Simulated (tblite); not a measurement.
# C4H11BO2Si: the cost of one run

The runs use tblite 0.8.0 and PySCF 2.14.0, with density-fitted response routines of our own; the level of theory stands in each step. All values are computed, except where a source is named. Atoms count from 0, in the outputs and in this text.

## Step 1: The starting structure

19 atoms, charge 0, multiplicity 1; geometry from: force field or distance geometry start.

Bonds of the start (Å): C0–C1 1.55, C1–C2 1.56, C2–C3 1.55, C3–Si4 1.88, Si4–O5 1.73, O5–B6 1.47, B6–O7 1.48, O7–C1 1.40, C0–H8 1.11, C0–H9 1.10, C0–H10 1.11, C1–H11 1.11, C2–H12 1.11, C2–H13 1.10, C3–H14 1.12, C3–H15 1.11, Si4–H16 1.48, Si4–H17 1.47, B6–H18 1.18.

## Step 2: Optimising the geometry with GFN2-xTB

The job: settings as JSON, then the geometry in Å.

```
{"job": {"kind": "relax", "xc": "GFN2-xTB", "basis": "xTB"}, "charge": 0, "multiplicity": 1}
C      2.553700    -0.317900     0.101400
C      1.074700     0.049300    -0.160900
C      0.201800    -0.518700     0.999900
C     -1.064100     0.340100     1.237000
Si    -2.374400     0.188900    -0.098100
O     -1.812400    -0.564800    -1.549200
B     -0.542300     0.088800    -1.883200
O      0.723500    -0.504000    -1.398000
H      2.672700    -1.420700     0.172000
H      3.171000     0.060800    -0.727000
H      2.899600     0.149300     1.043800
H      1.037800     1.159200    -0.166000
H     -0.095400    -1.568800     0.797500
H      0.772500    -0.518500     1.945900
H     -1.538300     0.015400     2.198600
H     -0.786400     1.402300     1.374800
H     -2.884900     1.536300    -0.416700
H     -3.492700    -0.610400     0.422000
H     -0.526100     1.042700    -2.571600
```

On the command line:

```bash
$ OMP_NUM_THREADS=1 python probes_run.py task.json out
```

This one command runs all jobs of the session in turn.

**Question.** How long does this first job take on 1 thread of Arm Neoverse N1, shared host, and how much memory does it need?

About 1.3 s, with a peak of 0.18 GiB.
